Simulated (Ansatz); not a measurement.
This script for the Ansatz DFT code, driven from Python starts 2 runs on Tl3Ga, space group Fm-3m. What input does the engine get in each?

`tl3ga_defect.py`
```python
# -*- coding: utf-8 -*-
import warnings

import ansatz as az
import numpy as np
from pymatgen.core import Lattice, Structure
from pymatgen.io.ase import AseAtomsAdaptor

config = {
    'functional': 'PBEsol',
    'cutoff_ev': 530,
    'sigma': 0.02,
    'scf_tol': 1e-05,
    'n_empty': 6,
}

warnings.simplefilter('ignore', az.DeckWarning)

pmg_structure = Structure(
    Lattice([(0.0, 3.877391, 3.877391), (3.877391, 0.0, 3.877391), (3.877391, 3.877391, 0.0)]),
    ['Tl', 'Tl', 'Tl', 'Ga'],
    [
        (0.25, 0.25, 0.25),
        (0.75, 0.75, 0.75),
        (0.5, 0.5, 0.5),
        (0.0, 0.0, 0.0),
    ],
)
tl3ga = az.Crystal.from_ase(AseAtomsAdaptor.get_atoms(pmg_structure))
host = tl3ga.supercell(2, 2, 1)
defective = host.substitution('B', at=(0.5, 0.5, 0.5), replaces='Tl')

def settled(structure):
    return (
        structure.calculation()
        .functional(config['functional'])
        .basis(config['cutoff_ev'])
        .accuracy('low')
        .kpoints(2, center='monkhorst-pack')
        .occupations(az.OccupationsMethod.GAUSSIAN, width=config['sigma'])
        .scf(tolerance=config['scf_tol'], extra_bands=config['n_empty'])
        .band_table()
    )


perfect = settled(host).run(threads=1, backend='cpu').report
model = (
    settled(defective)
    .relax(force_tolerance=0.03, max_steps=25)
)
done = model.run(threads=1, backend='cpu')
r = done.report

n_host, n_defect = len(perfect['lattice']['sites']), len(r['lattice']['sites'])
print(f'perfect cell: {n_host} atoms, F = {perfect["free_energy_ev"]:.4f} eV')
print(f'defect cell:  {n_defect} atoms, F = {r["free_energy_ev"]:.4f} eV')
print(f'difference {r["free_energy_ev"] - perfect["free_energy_ev"]:.4f} eV (no chemical potentials)')

for label, run in (('perfect', perfect), ('defect', r)):
    levels, filled = np.array(run['eigenvalues_ev'][0]), np.array(run['occupations'][0])
    top = int(np.argmin(np.abs(levels - run['fermi_energy_ev'])))
    window = slice(max(top - 3, 0), top + 4)
    print(label, 'levels near E_F at the first k-point:', ', '.join(f'{e - run["fermi_energy_ev"]:.2f} ({f:.2f})' for e, f in zip(levels[window], filled[window])))

for site in done.lattice.sites:
    print(f'{site.symbol:2s}', ' '.join(f'{v:8.4f}' for v in site.position_ang))
```

Run 1:
```yaml
crystal:
  lattice:
    - [0.0, 3.877391, 3.877391]
    - [3.877391, 0.0, 3.877391]
    - [3.877391, 3.877391, 0.0]
  atoms:
    - { symbol: Tl, position: [0.25, 0.25, 0.25] }
    - { symbol: Tl, position: [0.75, 0.75, 0.75] }
    - { symbol: Tl, position: [0.5, 0.5, 0.5] }
    - { symbol: Ga, position: [0.0, 0.0, 0.0] }
  supercell: [2, 2, 1]
accuracy: low
basis:
  ecutwfc: 530.0
kpoints:
  mp_grid:
    grid: [2, 2, 2]
    shift: [0.5, 0.5, 0.5]
hamiltonian:
  xc: pbesol
scf:
  n_extra_bands: 6
  convergence:
    dr2_threshold: 1.0e-05
  occupations:
    method: gaussian
    width: 0.02
output:
  eigenvalues: true
```

Run 2, against run 1:
```diff
+  defects:
+    - { substitution: { at: 2, symbol: B } }
+relax:
+  f_tol: 0.03
+  max_steps: 25
```

```console
$ python tl3ga_defect.py
perfect cell: 16 atoms, F = -150518.3306 eV
defect cell:  16 atoms, F = -139372.2930 eV
difference 11146.0377 eV (no chemical potentials)
perfect levels near E_F at the first k-point: -0.68 (2.00), -0.60 (2.00), -0.38 (2.00), 0.38 (0.00), 0.93 (0.00), 0.96 (0.00), 1.36 (0.00)
defect levels near E_F at the first k-point: -0.63 (2.00), -0.55 (2.00), -0.32 (2.00), -0.25 (2.00), 0.30 (0.00), 0.72 (0.00), 1.05 (0.00)
Tl   1.9387   1.9387   2.2877
Tl   5.8161   5.8161   5.4670
B    3.8774   3.8774   3.8774
Ga   0.0000   0.0000   0.0673
Tl   5.3538   2.4010   5.5055
Tl  10.1558   5.3538  10.0041
Tl   7.7548   3.8774   7.7548
Ga   3.7823   0.0951   3.8774
Tl   2.4010   5.3538   5.5055
Tl   5.3538  10.1558  10.0041
Tl   3.8774   7.7548   7.7548
Ga   0.0951   3.7823   3.8774
Tl   5.8161   5.8161   9.6634
Tl   9.6935   9.6935  13.6010
Tl   7.7548   7.7548  11.6322
Ga   3.8774   3.8774   7.6875
```

Notes:
- The settings weren't tested for convergence.
- The computed bands are complete only to about 1.0 eV above the Fermi level.
- The program warned that this SCF threshold is loose for forces or stresses.
- The difference holds no chemical potentials.
- Each cell's levels count from its own Fermi level and aren't aligned; one k-point can hide that the defect cell is metallic.
- The structure comes from a database of computed cells and needn't be a stable or known phase.
- Levels are Kohn-Sham eigenvalues on this mesh, without spin-orbit coupling.
- The supercell is small, so the defect meets its images and the energies aren't those of an isolated defect; a partly filled defect level may also lower its energy by spin or distortion. For a charged cell the difference holds no correction, alignment or term for the electrons' reservoir.
- The script silences the warnings on its input, which a real study should read.
- The whole script took 2.2 min on 1 thread of Arm Neoverse V2, with other jobs on the host, peak memory 1.1 GiB.

(A comment or docstring line of the script was reworded after the run, the code is as it ran; lines on the test bed's own set-up are left out of the output.)
